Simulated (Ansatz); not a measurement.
**CH3FN2Si: one species, many methods**

Aim: compute CH3FN2Si with functionals from several rungs and with coupled cluster, and see how far each lands from CCSD(T) at the basis-set limit for the atomisation energy.

Computed with Ansatz 0.2.0, Gaussian basis. Level: functionals in def2-TZVPP, the program's frozen cores in correlated methods.

The runs, in order: LDA (SPW92), PBE-D4, revPBE-D4, BLYP-D4, r2SCAN-D4, B97M-V, PBE0-D4, B3LYP-D4, r2SCANh-D4, r2SCAN0-D4, HSE06-D4, BHLYP-D4, CAM-B3LYP-D4, LC-ωPBE, ωB97X-V, ωB97M-V, B2PLYP, PBE-QIDH; CCSD(T)/def2-SVP; CCSD(T)/def2-TZVPP; MP2/def2-QZVPP; extrapolation to the limit; RPA on PBE.

### Step 1. Structure used throughout

The geometry comes from an earlier relaxation with PBE0-D4 in a triple-zeta def2 set; it is a stationary point, not always the lowest conformer.

SMILES `N[SiH]1N=C1F`, 8 atoms, charge 0, spin multiplicity 1.

Atoms are counted from 1 here; the program's logs count them from 0.

Bond lengths: N1–Si2 1.683 Å, N1–H6 1.006 Å, N1–H7 1.005 Å, Si2–N3 1.773 Å, Si2–C4 1.763 Å, Si2–H8 1.473 Å, N3–C4 1.271 Å, C4–F5 1.322 Å. Angles: Si2–N1–H6 124.2°, Si2–N1–H7 122.3°, H6–N1–H7 113.5°, N1–Si2–N3 121.7°, N1–Si2–C4 125.4°, N1–Si2–H8 108.3°, N3–Si2–C4 42.1°, N3–Si2–H8 120.8°, C4–Si2–H8 123.7°, Si2–N3–C4 68.5°, Si2–C4–N3 69.4°, Si2–C4–F5 164.1°, N3–C4–F5 126.4°.

### Step 2. LDA

This LDA is Slater exchange with PW92 correlation.

File in.yaml:

```yaml
crystal:
  periodic: [false, false, false]
  atoms:
    - {symbol: N, position_ang: [-1.434233, -0.282700, -0.260669]}
    - {symbol: Si, position_ang: [0.221016, -0.480777, -0.032547]}
    - {symbol: N, position_ang: [1.402946, 0.595952, -0.799778]}
    - {symbol: C, position_ang: [1.344939, 0.787208, 0.455890]}
    - {symbol: F, position_ang: [2.013631, 1.697792, 1.142292]}
    - {symbol: H, position_ang: [-1.885973, 0.608081, -0.377537]}
    - {symbol: H, position_ang: [-2.067451, -1.062357, -0.301360]}
    - {symbol: H, position_ang: [0.497125, -1.920299, 0.117909]}
basis:
  gaussian: {orbitals: def2-TZVPP}
hamiltonian: {xc: lda}
output: {orbitals: {seedname: orbitals}}
```

The run is started by

```console
ansatz run in.yaml --threads 2 --pin off --events-out ev --progress --plain --max-ram 4352MiB
```

The runs that follow: PBE-D4 (GGA); revPBE-D4 (GGA); BLYP-D4 (GGA); r2SCAN-D4 (meta-GGA); B97M-V (meta-GGA); PBE0-D4 (hybrid); B3LYP-D4 (hybrid); r2SCANh-D4 (hybrid); r2SCAN0-D4 (hybrid); HSE06-D4 (hybrid); BHLYP-D4 (hybrid); CAM-B3LYP-D4 (range-separated); LC-ωPBE (range-separated); ωB97X-V (range-separated); ωB97M-V (range-separated); B2PLYP (double hybrid); PBE-QIDH (double hybrid); CCSD(T) in def2-SVP; CCSD(T) in def2-TZVPP; MP2 in def2-QZVPP; RPA on PBE orbitals.

Before running them: what should the planned runs give, taken together? Wanted: atomisation energy, CCSD(T)/CBS; farthest beyond LDA; mean size of error, GGA; mean size of error, meta-GGA; mean size of error, hybrid; mean size of error, range-separated; mean size of error, double hybrid; gap, smallest and largest; T1 diagnostic.

The runs gave:

| quantity | value |
| --- | --- |
| atomisation energy, CCSD(T)/CBS | 2997.6 kJ/mol |
| functionals within 15.0 kJ/mol (0.5 %) | r2SCAN-D4, B3LYP-D4, LC-ωPBE |
| farthest beyond LDA | BHLYP-D4 (-142.6 kJ/mol) |
| mean size of error, GGA | 70.2 kJ/mol |
| mean size of error, meta-GGA | 11.7 kJ/mol |
| mean size of error, hybrid | 51.4 kJ/mol |
| mean size of error, range-separated | 27.3 kJ/mol |
| mean size of error, double hybrid | 28.5 kJ/mol |
| gap, smallest and largest | 4.18 eV (LDA (SPW92)), 11.77 eV (LC-ωPBE) |
| T1 diagnostic | 0.0139 |
| triples share of the correlation energy | 4.1 % |

LDA overbinds by 567.9 kJ/mol (19 %). PBE-D4 misses by +132.3 kJ/mol. Double hybrids carry the basis error of their MP2 part in triple zeta, and no dispersion term here, so their miss is partly the set-up's. Taken by rung, meta-GGA functionals do best (11.7 kJ/mol on average) and GGA ones worst beyond LDA (70.2 kJ/mol). The reference freezes the cores and leaves out relativity and excitations past (T), so misses under about 15.0 kJ/mol can't be ranked. Hartree-Fock recovers 64 % of the binding; the rest is correlation. CCSD(T) in def2-SVP is off by -267.3 kJ/mol, so the small basis spoils what the method gains. The gap grows from 4.2 to 11.8 eV across the functionals, mostly with the share of exact exchange.
